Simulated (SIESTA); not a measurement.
**Ag3Au under changes of volume**

One of the cells (17.718 Å³/atom); the others are scaled copies at fixed shape and fractional positions:

```
Au Ag
1.0
     4.13832    0.00000    0.00000
     0.00000    4.13832    0.00000
     0.00000    0.00000    4.13832
Au Ag
1 3
Cartesian
  0.0000 0.0000 0.0000
  2.0692 2.0692 0.0000
  0.0000 2.0692 2.0692
  2.0692 0.0000 2.0692
```

The cell comes from a database or a generator and needn't be the stable form of this composition.

* Program: SIESTA 5.4.2
* Functional: PBEsol
* Potentials or basis: PseudoDojo 0.4 standard (PBEsol files)
* Basis: DZP (energy shift 0.003 Ry; two zetas on semicore shells)
* Grid cutoff: 800 Ry
* Energy shift: 0.003 Ry
* k mesh: 7 × 7 × 7
* Occupations: fermi-dirac, width 0.05 eV
* Spin: no spin polarisation

```tsv
volume (Å³/atom)	energy over the lowest point (meV/atom)	pressure (GPa)
16.328	5.06	3.9
16.676	0.00	0.8
17.023	1.42	-2.0
17.718	?	?
18.065	35.50	-8.1
18.413	54.82	-9.6
```

What does the run at 17.718 Å³/atom give?

Energy over the lowest point 19.93 meV/atom; pressure -6.2 GPa.

Worked out: A Birch-Murnaghan fit of order 3 (a polynomial in V^(-2/3)) to the other rows has its minimum at 16.77 Å³/atom with B0 = V·E''(V) = 136 GPa and B' = 5.9. It gives 19.82 meV/atom at 17.718 Å³/atom, against the run's 19.93, and -dE/dV = -6.3 GPa, against -6.2.

Energies are extrapolated to zero smearing.

Caveats: short orbitals over semicore shells can move pressures by several GPa; the basis of atomic orbitals isn't converged, which shifts pressures, moduli and gaps.
